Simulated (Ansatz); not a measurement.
# SrAg4O2: the cost of one run

Computed with Ansatz 0.2.0 (DFT PBE, scalar-relativistic, plane waves, PAW, unless a step's input says otherwise).

### 1 The structure to begin with

Symmetry: I-4m2, No. 119, tetragonal system. Conventional cell: a = 6.546 Å, b = 6.546 Å, c = 9.257 Å, α = 90.00°, β = 90.00°, γ = 90.00°. Sr (site symmetry -4m2) has 12 Ag at 3.89 to 3.96 Å and 4 O at 4.01 Å as nearest neighbours. Around Ag (site symmetry m) lie 2 O at 1.66 to 2.35 Å. O (site symmetry -4m2) has 4 Ag at 1.66 Å as nearest neighbours. O (site symmetry -4m2) is surrounded by 4 Ag at 2.35 Å.

As a file:

```cif
data_structure
_symmetry_space_group_name_H-M 'I-4m2'
_symmetry_Int_Tables_number 119
_cell_length_a 6.5460
_cell_length_b 6.5460
_cell_length_c 9.2575
_cell_angle_alpha 90.000
_cell_angle_beta 90.000
_cell_angle_gamma 90.000
_cell_volume 396.69
loop_
_atom_site_label
_atom_site_type_symbol
_atom_site_symmetry_multiplicity
_atom_site_Wyckoff_symbol
_atom_site_fract_x
_atom_site_fract_y
_atom_site_fract_z
_atom_site_occupancy
Sr1 Sr 2 b 0.50000 0.50000 0.00000 1
Ag1 Ag 8 i 0.71052 0.50000 0.40050 1
O1 O 2 a 0.00000 0.00000 0.00000 1
O2 O 2 c 0.00000 0.50000 0.25000 1
```

Recipe of the guess: 4-connected net, bridging atoms on its edges, bridges bent, guests in its cages (I-4m2, No. 119). The dimensions are guesses.

### 2 Probe: one point on a coarse mesh

The input, input.yaml:

```yaml
crystal:
  lattice:
    - [-3.27300819, 3.27300819, 4.62873258]
    - [3.27300819, -3.27300819, 4.62873258]
    - [3.27300819, 3.27300819, -4.62873258]
  atoms:
    - { symbol: Sr, position: [0.5, 0.5, 0.0] }
    - { symbol: Ag, position: [0.68997529, 0.90049954, 0.78947575] }
    - { symbol: Ag, position: [0.11102379, 0.90049954, 0.21052425] }
    - { symbol: Ag, position: [0.09950046, 0.88897621, 0.78947575] }
    - { symbol: Ag, position: [0.09950046, 0.31002471, 0.21052425] }
    - { symbol: O, position: [0.0, 0.0, 0.0] }
    - { symbol: O, position: [0.25, 0.75, 0.5] }
basis:
  ecutwfc: 420
kpoints:
  mp_grid: { grid: [4, 4, 4] }
hamiltonian:
  xc: pbe
scf:
  occupations: { method: gaussian, width: 0.1 }
  lower_state_search: "off"
output:
  forces: true
  stress: true
  eigenvalues: true
```

Launch:

```
$ ansatz run input.yaml --threads 1 --pin off --max-ram 2560MiB --backend cpu --events-out ev --progress --plain --runs-dir out
```

Q: Estimate wall time and peak memory on 1 thread of Arm Neoverse V1, shared host.

About 14 s, with a peak of 0.43 GiB.
